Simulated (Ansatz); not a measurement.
**ReBi (NiAs type): equation of state**

One table from this session's results is given with a row withheld; the runs are named, their logs left out.

Computed with Ansatz 0.2.0 (DFT PBE, scalar-relativistic, plane waves, PAW, unless a step's input says otherwise).

1 further run of the same task is left out (set aside as unsound or not needed). Runs told in other sessions of the task aren't counted.

## The starting structure

Symmetry: P6_3/mmc, No. 194, hexagonal system. Conventional cell: a = 4.561 Å, b = 4.561 Å, c = 5.053 Å, α = 90.00°, β = 90.00°, γ = 120.00°. Re (site symmetry -3m) has 2 Re at 2.53 Å and 6 Bi at 2.92 Å in its first shell of neighbours. Bi (site symmetry -6m2) is surrounded by 6 Re at 2.92 Å.

Structure file:

```xyz
4
Lattice="4.5612 0.0000 0.0000 -2.2806 3.9502 0.0000 0.0000 0.0000 5.0534" Properties=species:S:1:pos:R:3 pbc="T T T"
Re    0.0000    0.0000    0.0000
Re    0.0000    0.0000    2.5267
Bi    0.0000    2.6334    1.2634
Bi    2.2806    1.3167    3.7901
```

This cell comes from an earlier session at PBE: 22.763 Å³/atom at 0.00 GPa, on a 10×10×6 mesh.

Volume factors to run: 0.980, 1.020, 0.960, 1.040, 1.070, 1.100, 0.945.

Set-up of the first run:

Contents of input.yaml:

```yaml
crystal:
  lattice:
    - [4.5306303399, 0.0, 0.0]
    - [-2.2653151699, 3.9236409695, 0.0]
    - [0.0, 0.0, 5.0195105233]
  atoms:
    - { symbol: Re, position: [0.0, 0.0, 0.0] }
    - { symbol: Re, position: [0.0, 0.0, 0.5] }
    - { symbol: Bi, position: [0.3333333333, 0.6666666667, 0.25] }
    - { symbol: Bi, position: [0.6666666667, 0.3333333333, 0.75] }
basis:
  ecutwfc: 420
  ecutrho_ratio: 4
kpoints:
  mp_grid: { grid: [10, 10, 6] }
hamiltonian:
  xc: pbe
scf:
  occupations: { method: gaussian, width: 0.05 }
output:
  forces: true
  stress: true
  eigenvalues: true
relax:
  f_tol: 0.01
  max_steps: 40
  cell: { stress_tol: 0.1, fix: [volume] }
```

The run is started by

```console
$ ansatz run input.yaml --threads 2 --pin off --max-ram 2662MiB --backend cpu --events-out ev --progress --plain --runs-dir out
```

Among the steps run: Scaling the volume by 0.980; Volume × 1.020; At 0.960 of the relaxed volume; Scaling the volume by 1.040; Volume × 1.070; At 1.100 of the relaxed volume; At 0.945 of the relaxed volume.

One table of the session follows, with a row left open; its other results are not shown here.

It belongs to the step «The fit». 

```
volume (Å³/atom)  energy (meV/atom)  pressure (GPa)
          21.511              29.38            7.98
          21.852              15.01            5.52
          22.307               3.51            2.57
          22.763               0.00            0.00
          23.218               3.16           -2.13
          23.673                  ?               ?
          24.356              35.81           -6.66
          25.039              68.14           -8.35
```

**Question.** Estimate the row for volume (Å³/atom) = 23.673.

Worked estimate for «energy (meV/atom)». A straight line through the neighbours (23.218, 3.16) and (24.356, 35.81) gives 3.16 + (35.81 − 3.16) × (23.673 − 23.218) / (24.356 − 23.218) = 16.21; a parabola fitted to 4 rows on both sides gives 12.86.

The run gave: energy (meV/atom): 12.20; pressure (GPa): -4.17. In «energy (meV/atom)» the line misses by +4.01 and the parabola by +0.66.
